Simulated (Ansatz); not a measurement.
Predict the output of the script below (Ansatz 0.2.0, Python API).

Script `vcrelax_li3inf6.py`:
```python
"""Relax cell and ions of Li3InF6."""

import ansatz as az
from ase import Atoms
from ase.io import write
from ase.neighborlist import neighbor_list
import numpy as np
from pymatgen.core import Structure

def edges_and_angles(cell):
    cell = np.asarray(cell)
    a, b, c = np.linalg.norm(cell, axis=1)
    cosines = cell[1] @ cell[2] / (b * c), cell[0] @ cell[2] / (a * c), cell[0] @ cell[1] / (a * b)
    return (a, b, c, *np.degrees(np.arccos(cosines)))

atoms = Atoms(
    ["Li", "Li", "Li", "In", "F", "F", "F", "F", "F", "F"],
    scaled_positions=[
        (0.25, 0.25, 0.25),
        (0.75, 0.75, 0.75),
        (0.5, 0.5, 0.5),
        (0.0, 0.0, 0.0),
        (0.25611, 0.25611, 0.74389),
        (0.25611, 0.74389, 0.74389),
        (0.74389, 0.74389, 0.25611),
        (0.25611, 0.74389, 0.25611),
        (0.74389, 0.25611, 0.74389),
        (0.74389, 0.25611, 0.25611),
    ],
    cell=[
        (0.0, 4.04724, 4.04724),
        (4.04724, 0.0, 4.04724),
        (4.04724, 4.04724, 0.0),
    ],
    pbc=True,
)
crystal = az.Crystal.from_ase(atoms)

# edges free, angles fixed
setup = (
    crystal.calculation()
    .kpoints(4, center="gamma")
    .occupations("fixed")
    .functional(az.Functional.PBE)
    .pseudopotentials("nc")
    .scf(extra_bands=12, algorithm="direct_min")
    .relax(force_tolerance=0.01, fix_cell=["angles"])  # relax until the tolerances are met
)
steps = []


def collect(event):
    if event["event"] == "relax_step":
        steps.append(event["data"])


out = setup.session().plan().execute(on_event=collect)
report = out.report
print("step   energy (eV)     max comp. (eV/A)   P (GPa)  SCF")
for s in steps:
    print(f"{s['step']:4d} {s['lagrangian_ev']:15.5f} {s['allowed_force_max_ev_ang']:12.4f} {s['pressure_gpa']:10.3f} {s['n_scf']:5d}")

first, last = steps[0], steps[-1]
symbols = [site.symbol for site in out.lattice.sites]
print(f"energy gained {first['lagrangian_ev'] - last['lagrangian_ev']:.4f} eV in {len(steps) - 1} steps")
for label, vectors in (("before", first["cell_ang"]), ("after", out.lattice.cell_ang)):
    print(label, "a b c (A) {:.4f} {:.4f} {:.4f}  angles {:.2f} {:.2f} {:.2f}".format(*edges_and_angles(vectors)), f" V = {abs(np.linalg.det(vectors)):.3f} A^3")
print("final stress xx yy zz (GPa, compression positive):", np.round(np.diag(report["stress_gpa"]), 3) + 0.0)

print("relaxed fractional positions")
for site in out.lattice.sites:
    print(f"  {site.symbol:2s}", " ".join(f"{v % 1:8.5f}" for v in np.round(site.position_frac, 5)))

final = Atoms(symbols, positions=last["positions_ang"], cell=out.lattice.cell_ang, pbc=True)
i, j, d = neighbor_list("ijd", final, 4.5)
print("neighbours within 1.2 times the shortest distance of each atom (A)")
for atom in range(len(final)):
    near = [m for m in np.argsort(d) if i[m] == atom]
    shell = [m for m in near if d[m] < 1.2 * d[near[0]]]
    print(f"{symbols[atom]}{atom} ({len(shell)}):", ", ".join(f"{symbols[j[m]]} {d[m]:.3f}" for m in shell))

relaxed = Atoms(symbols, positions=[site.position_ang for site in out.lattice.sites], cell=out.lattice.cell_ang, pbc=True)
write("relaxed.cif", relaxed, format="cif")

print(f"free energy      {report['free_energy_ev']:.5f} eV")
print(f"per atom         {report['free_energy_ev'] / len(out.lattice.sites):.5f} eV")
print(f"SCF iterations   {report['n_iterations']}  (converged: {report['converged']})")

final = Structure(out.lattice.cell_ang, [s.symbol for s in out.lattice.sites], [s.position_frac for s in out.lattice.sites])
print(final.to(fmt="poscar"))

used = report["setup"]
print("cutoffs (eV):", used["ecut_ev"], used["ecutrho_ev"], " FFT grid:", used["fft_dense"])
print("cell volume {:.3f} A^3, {} symmetry operations".format(used["cell_volume_ang3"], used["n_sym_ops"]))
```

```console
$ python vcrelax_li3inf6.py
DeckWarning: basis.ecutwfc = 1320 eV, auto-derived from the records' recommended cutoffs: set by F (normal level)
DeckWarning: crystal.symmetry: narrowed to the stabiliser of the fixed cell quantities (relax.cell.fix) — unitary ops 48 → 12. The narrowing is safe, since a smaller group never makes results wrong: [...]
step   energy (eV)     max comp. (eV/A)   P (GPa)  SCF
   1     -6508.34100       0.0027     -0.079     7
   2     -6508.34105       0.0040     -0.034     4
   3     -6508.34105       0.0040     -0.034     4
energy gained 0.0000 eV in 2 steps
before a b c (A) 5.7237 5.7237 5.7237  angles 60.00 60.00 60.00  V = 132.589 A^3
after a b c (A) 5.7220 5.7220 5.7220  angles 60.00 60.00 60.00  V = 132.472 A^3
final stress xx yy zz (GPa, compression positive): [-0.034 -0.034 -0.034]
relaxed fractional positions
  Li  0.25000  0.25000  0.25000
  Li  0.75000  0.75000  0.75000
  Li  0.50000  0.50000  0.50000
  In  0.00000  0.00000  0.00000
  F   0.25614  0.25614  0.74386
  F   0.25614  0.74386  0.74386
  F   0.74386  0.74386  0.25614
  F   0.25614  0.74386  0.25614
  F   0.74386  0.25614  0.74386
  F   0.74386  0.25614  0.25614
neighbours within 1.2 times the shortest distance of each atom (A)
Li0 (12): F 2.861, F 2.861, F 2.861, F 2.861, F 2.861, F 2.861, F 2.861, F 2.861, F 2.861, F 2.861, F 2.861, F 2.861
Li1 (12): F 2.861, F 2.861, F 2.861, F 2.861, F 2.861, F 2.861, F 2.861, F 2.861, F 2.861, F 2.861, F 2.861, F 2.861
Li2 (6): F 1.973, F 1.973, F 1.973, F 1.973, F 1.973, F 1.973
In3 (6): F 2.073, F 2.073, F 2.073, F 2.073, F 2.073, F 2.073
F4 (2): Li 1.973, In 2.073
F5 (2): Li 1.973, In 2.073
F6 (2): Li 1.973, In 2.073
F7 (2): Li 1.973, In 2.073
F8 (2): Li 1.973, In 2.073
F9 (2): Li 1.973, In 2.073
free energy      -6508.34105 eV
per atom         -650.83410 eV
SCF iterations   4  (converged: True)
Li3 In1 F6
1.0
   0.0000000000000000    4.0460557137545070    4.0460557137545070
   4.0460557137545070    0.0000000000000000    4.0460557137545070
   4.0460557137545070    4.0460557137545070    0.0000000000000000
Li In F
3 1 6
direct
   0.2500000932292114    0.2500000932292114    0.2500000932292114 Li
   0.7499999067707885    0.7499999067707885    0.7499999067707885 Li
   0.4999999999999999    0.4999999999999999    0.4999999999999999 Li
  -0.0000000000000000    0.0000000000000000   -0.0000000000000000 In
   0.2561418376751262    0.2561418376751262    0.7438582775843623 F
   0.2561417224156378    0.7438581623248739    0.7438581623248739 F
   0.7438581623248739    0.7438581623248739    0.2561417224156378 F
   0.2561418376751262    0.7438582775843623    0.2561418376751262 F
   0.7438581623248739    0.2561417224156378    0.7438581623248739 F
   0.7438582775843623    0.2561418376751262    0.2561418376751262 F

cutoffs (eV): 1320.0 5280.0  FFT grid: [72, 72, 72]
cell volume 132.472 A^3, 12 symmetry operations
```
(Warnings from the package without file and line, shortened.)

File `relaxed.cif` afterwards:
```cif
data_image0
_chemical_formula_structural       Li3InF6
_chemical_formula_sum              "Li3 In1 F6"
_cell_length_a       5.721986864508778
_cell_length_b       5.721986864508778
_cell_length_c       5.721986864508778
_cell_angle_alpha    60.00000000000001
_cell_angle_beta     60.00000000000001
_cell_angle_gamma    60.00000000000001

_space_group_name_H-M_alt    "P 1"
_space_group_IT_number       1

loop_
  _space_group_symop_operation_xyz
  'x, y, z'

loop_
  _atom_site_type_symbol
  _atom_site_label
  _atom_site_symmetry_multiplicity
  _atom_site_fract_x
  _atom_site_fract_y
  _atom_site_fract_z
  _atom_site_occupancy
  Li  Li1       1.0  0.2500000932292114  0.2500000932292114  0.2500000932292114  1.0000
  Li  Li2       1.0  0.7499999067707886  0.7499999067707886  0.7499999067707886  1.0000
  Li  Li3       1.0  0.5  0.5  0.5  1.0000
  In  In1       1.0  0.0  5.500312470974559e-22  0.0  1.0000
  F   F1        1.0  0.25614183767512627  0.25614183767512627  0.7438582775843622  1.0000
  F   F2        1.0  0.2561417224156378  0.743858162324874  0.743858162324874  1.0000
  F   F3        1.0  0.743858162324874  0.743858162324874  0.2561417224156378  1.0000
  F   F4        1.0  0.25614183767512627  0.7438582775843623  0.25614183767512616  1.0000
  F   F5        1.0  0.743858162324874  0.2561417224156378  0.743858162324874  1.0000
  F   F6        1.0  0.7438582775843623  0.25614183767512627  0.25614183767512616  1.0000
```

What to keep in mind:
- The settings weren't tested for convergence.
- Under fixed occupations the level called the Fermi level is the highest filled one on the SCF mesh; off the mesh a filled band can lie a little above it.
- Energies along a relaxation are free energies. Rows at an unchanged volume are solved on a plane-wave basis chosen afresh for that cell, so the energy jumps there and such rows are no steps of the walk.
- Edges and angles are those of the cell as typed, here a primitive one, not of the conventional cell.
- The structure comes from a database of computed cells and needn't be a stable or known phase.
- Wall time of the script: 2.1 min on 1 thread of Intel(R) Xeon(R) Platinum 8375C CPU @ 2.90GHz (Ice Lake), with other jobs on the host, peak memory 1.3 GiB.

(A comment or docstring line of the script was reworded after the run, the code is as it ran; lines on the test bed's own set-up are left out of the output.)
